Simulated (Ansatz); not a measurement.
# MoC2: the cost of one run

Program: Ansatz 0.2.0. Level of theory: DFT PBE, scalar-relativistic, plane waves, PAW. These are calculated values, not measurements.

## (1) The starting structure

It takes space group Fd-3m (No. 227, cubic). The conventional cell has a = 6.996 Å, b = 6.996 Å, c = 6.996 Å, α = 90.00°, β = 90.00°, γ = 90.00°. Mo (site symmetry -43m) is surrounded by 12 C at 2.90 Å and 4 Mo at 3.03 Å. C (site symmetry -3m) has 6 C at 2.47 Å and 6 Mo at 2.90 Å as nearest neighbours.

As a file:

```xyz
6
Lattice="0.0000 3.4979 3.4979 3.4979 0.0000 3.4979 3.4979 3.4979 0.0000" Properties=species:S:1:pos:R:3 pbc="T T T"
Mo    1.7489    1.7489    1.7489
Mo    0.0000    0.0000    0.0000
C     2.6234    2.6234    4.3723
C     2.6234    4.3723    2.6234
C     4.3723    4.3723    4.3723
C     4.3723    2.6234    2.6234
```

A structure generator made this guess: species swapped into a database cell of LaRu2 (Fd-3m, No. 227), with Mo on the La sites and C on the Ru sites. Its size is a rough estimate.

## (2) A first look at the guess

Contents of input.yaml:

```yaml
crystal:
  lattice:
    - [0.0, 3.49786858, 3.49786858]
    - [3.49786858, 0.0, 3.49786858]
    - [3.49786858, 3.49786858, 0.0]
  atoms:
    - { symbol: Mo, position: [0.25, 0.25, 0.25] }
    - { symbol: Mo, position: [0.0, 0.0, 0.0] }
    - { symbol: C, position: [0.625, 0.625, 0.125] }
    - { symbol: C, position: [0.625, 0.125, 0.625] }
    - { symbol: C, position: [0.625, 0.625, 0.625] }
    - { symbol: C, position: [0.125, 0.625, 0.625] }
basis:
  ecutwfc: 420
kpoints:
  mp_grid: { grid: [4, 4, 4] }
hamiltonian:
  xc: pbe
scf:
  occupations: { method: gaussian, width: 0.1 }
  lower_state_search: "off"
output:
  forces: true
  stress: true
  eigenvalues: true
```

Run with:

```
$ ansatz run input.yaml --threads 1 --pin off --max-ram 2560MiB --backend cpu --events-out ev --progress --plain --runs-dir out
```

**Question.** How long does this run take on 1 thread of Arm Neoverse V2, shared host, and how much memory does it need?

About 1.6 s, with a peak of 0.32 GiB.
